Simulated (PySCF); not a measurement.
**[TbCl2]2+: other functionals and bases at one geometry**

How far do other levels of theory move the description of [TbCl2]2+, and what does each cost? The structure is generated, not taken from experiment.

Method: several levels, as the steps say, no spin–orbit coupling; program: PySCF 2.14.0.

1 further run of the same task is left out (for a known fault of the program).

### 1 Where the work starts

3 atoms, charge 2, spin multiplicity 1.

Bond lengths: Tb1–Cl2 2.259 Å, Tb1–Cl3 2.259 Å. Angles: Cl2–Tb1–Cl3 101.5°.

Geometry (Å):

```xyz
3
Cl2Tb
Tb    0.0000    0.0000   -0.5852
Cl    1.7492    0.0000    0.8440
Cl   -1.7492    0.0000    0.8440
```

Formal oxidation states: Tb +4. Each metal's 7 4f electrons lie in its core potential, so multiplicities, spins and levels count the valence alone. An earlier session relaxed this geometry at PBE0, Tb lcecp-2-SVP with ECP53, Cl def2-SVP (singlet, point group C2v).

At PBE0 on the finer grid: E = -962.481843 Eh, frontier levels not given, since the 4f levels lie in the core, Mulliken charge on Tb1 +1.70 e, largest force component 0.007 eV/Å. 

Levels to run: M06-L; TPSS; PBE0, TZVP. Hardware: 2 threads of Intel Xeon Platinum 8488C (Sapphire Rapids), shared host.

### 2 M06-L

run.py (the lines that set the calculation) reads:

```python
mol = gto.M(atom='''
Tb     0.00000     0.00000    -0.58519
Cl     1.74925     0.00000     0.84402
Cl    -1.74925     0.00000     0.84402''',
    basis={'Tb': 'lcecp-2-SVP', 'Cl': 'def2-SVP'},
    ecp={'Tb': 'lcecp-2-SVP'},
    charge=2, spin=0)
mf = dft.RKS(mol, xc='M06L')
mf.grids.atom_grid = (75, 302)  # f atoms: unpruned, at least (60, 302)
mf = mf.density_fit()  # fitting sets: Tb AutoAux, Cl def2-universal-JKFIT
mf.conv_tol = 1e-08; mf.max_cycle = 55
mf.kernel(dm0)  # dm0: the density of the relaxed state
```

Launch:

```console
$ OMP_NUM_THREADS=2 python run.py
```

### 3 TPSS

run.py (the lines that set the calculation), as its differences from that of step 2:

```diff
@@ -7,3 +7,3 @@
     charge=2, spin=0)
-mf = dft.RKS(mol, xc='M06L')
+mf = dft.RKS(mol, xc='TPSS')
 mf.grids.atom_grid = (75, 302)  # f atoms: unpruned, at least (60, 302)
```

### 4 PBE0, TZVP

Basis: Tb lcecp-2-TZVP with ECP53, Cl def2-TZVP. 

run.py (the lines that set the calculation) reads:

```python
mol = gto.M(atom='''
Tb     0.00000     0.00000    -0.58519
Cl     1.74925     0.00000     0.84402
Cl    -1.74925     0.00000     0.84402''',
    basis={'Tb': 'lcecp-2-TZVP', 'Cl': 'def2-TZVP'},
    ecp={'Tb': 'lcecp-2-TZVP'},
    charge=2, spin=0)
mf = dft.RKS(mol, xc='PBE0')
mf.grids.atom_grid = (75, 302)  # f atoms: unpruned, at least (60, 302)
mf = mf.density_fit()  # fitting sets: Tb AutoAux, Cl def2-universal-JKFIT
mf.conv_tol = 1e-08; mf.max_cycle = 55
mf.kernel(dm0)  # dm0: free metal ions and neutral atoms
```

**Question.** What will these runs give? Wanted: for each run, charge on Tb1; dipole; largest force.

As calculated:

| level | state | charge on Tb1 (e) | dipole (D) | largest force (eV/Å) | basis functions | time |
| --- | --- | --- | --- | --- | --- | --- |
| PBE0 (relaxed here) | singlet | 1.70 | 4.08 | 0.01 | 66 | 4.4 s |
| M06-L | singlet | 1.80 | 4.19 | 0.48 | 66 | 3.5 s |
| TPSS | singlet | 1.66 | 3.79 | 0.79 | 66 | 7 s |
| PBE0, TZVP | singlet | 1.90 | 3.96 | 0.40 | 121 | 23 s |

Times are on 2 threads of Intel Xeon Platinum 8488C (Sapphire Rapids), shared host; the first row also made further properties. The dipole of a charged species depends on the origin, so these sizes hold for this origin alone.

The largest leftover force, 0.79 eV/Å with TPSS, stands at a geometry relaxed at another level. The Mulliken charge on Tb spans +1.66 to +1.90 e over the levels. With 4f in the core, its levels are missing from HOMO and gap. Total energies of different levels can't be compared. Spin–orbit coupling is left out throughout.
